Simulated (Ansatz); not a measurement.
# CH₄ClFGe: up Jacob's ladder to CCSD(T)

Aim: compute CH₄ClFGe with functionals from several rungs and with coupled cluster, and see how far each lands from CCSD(T) at the basis-set limit for the atomisation energy.

Method: functionals in def2-TZVPP, the program's frozen cores in correlated methods; program: Ansatz 0.2.0, Gaussian basis.

Levels to be run: PBE-D4, r2SCAN-D4, PBE0-D4, B3LYP-D4, ωB97X-V, ωB97M-V, B2PLYP; CCSD(T)/def2-TZVPP; MP2/def2-QZVPP; extrapolation to the limit.

## 1. Structure used throughout

All runs share one geometry, relaxed beforehand with PBE0-D4 in a triple-zeta def2 set.

SMILES `[F][GeH2][CH2]Cl`, 8 atoms, charge 0, spin multiplicity 1.

Atoms are counted from 1 here; the program's logs count them from 0.

Bond lengths: F1–Ge2 1.741 Å, Ge2–C3 1.955 Å, Ge2–H5 1.532 Å, Ge2–H6 1.538 Å, C3–Cl4 1.777 Å, C3–H7 1.090 Å, C3–H8 1.090 Å. Angles: F1–Ge2–C3 105.9°, F1–Ge2–H5 106.8°, F1–Ge2–H6 105.9°, C3–Ge2–H5 112.3°, C3–Ge2–H6 111.4°, H5–Ge2–H6 113.8°, Ge2–C3–Cl4 111.3°, Ge2–C3–H7 110.8°, Ge2–C3–H8 109.8°, Cl4–C3–H7 108.1°, Cl4–C3–H8 108.1°, H7–C3–H8 108.7°.

As a file:

```xyz
8
charge 0, multiplicity 1
F    -1.9708    0.7783   -0.1964
Ge   -0.2420    0.9137   -0.0475
C     0.4211   -0.9100    0.1916
Cl    0.3373   -1.8300   -1.3260
H     0.2655    1.5518   -1.3444
H     0.0069    1.7709    1.2048
H     1.4585   -0.9037    0.5270
H    -0.1841   -1.4280    0.9352
```

## 2. PBE-D4 (GGA)

in.yaml

```yaml
crystal:
  periodic: [false, false, false]
  atoms:
    - {symbol: F, position_ang: [-1.970840, 0.778258, -0.196397]}
    - {symbol: Ge, position_ang: [-0.242006, 0.913722, -0.047518]}
    - {symbol: C, position_ang: [0.421081, -0.910037, 0.191646]}
    - {symbol: Cl, position_ang: [0.337262, -1.829997, -1.326029]}
    - {symbol: H, position_ang: [0.265493, 1.551758, -1.344400]}
    - {symbol: H, position_ang: [0.006863, 1.770926, 1.204771]}
    - {symbol: H, position_ang: [1.458495, -0.903695, 0.527010]}
    - {symbol: H, position_ang: [-0.184149, -1.428035, 0.935218]}
basis:
  gaussian: {orbitals: def2-TZVPP}
hamiltonian: {xc: pbe, dispersion: d4}
output: {forces: true, orbitals: {seedname: orbitals}}
```

Started as:

```console
$ ansatz run in.yaml --threads 4 --pin off --events-out ev --progress --plain --max-ram 10444MiB
```

Further steps of the session: r2SCAN-D4 (meta-GGA); PBE0-D4 (hybrid); B3LYP-D4 (hybrid); ωB97X-V (range-separated); ωB97M-V (range-separated); B2PLYP (double hybrid); CCSD(T) in def2-TZVPP; MP2 in def2-QZVPP.

Q: Predict the results of all the runs planned. Wanted: atomisation energy, CCSD(T)/CBS; farthest; mean size of error, hybrid; mean size of error, range-separated; gap, smallest and largest; T1 diagnostic; triples share of the correlation energy.

As calculated:

```
                               quantity                                         value
        atomisation energy, CCSD(T)/CBS                                 2575.6 kJ/mol
 functionals within 25.8 kJ/mol (1.0 %)  PBE-D4, r2SCAN-D4, PBE0-D4, ωB97X-V, ωB97M-V
                               farthest                         B2PLYP (-48.2 kJ/mol)
             mean size of error, hybrid                                   29.5 kJ/mol
    mean size of error, range-separated                                    9.3 kJ/mol
              gap, smallest and largest          5.88 eV (PBE-D4), 12.65 eV (ωB97X-V)
                          T1 diagnostic                                        0.0109
triples share of the correlation energy                                         3.5 %
```

**Reading.** PBE-D4 is off by +19.5 kJ/mol. Double hybrids carry the basis error of their MP2 part in triple zeta, and no dispersion term here, so their miss is partly the set-up's. The reference freezes the cores and leaves out relativity and excitations past (T), and its outer-core shells are covered unevenly, so misses under about 25.8 kJ/mol can't be ranked. Hartree-Fock recovers 72 % of the binding; the rest is correlation. The gap grows from 5.9 to 12.6 eV across the functionals, mostly with the share of exact exchange. Correlated methods include outer-core shells of Ge, which these sets cover unevenly.
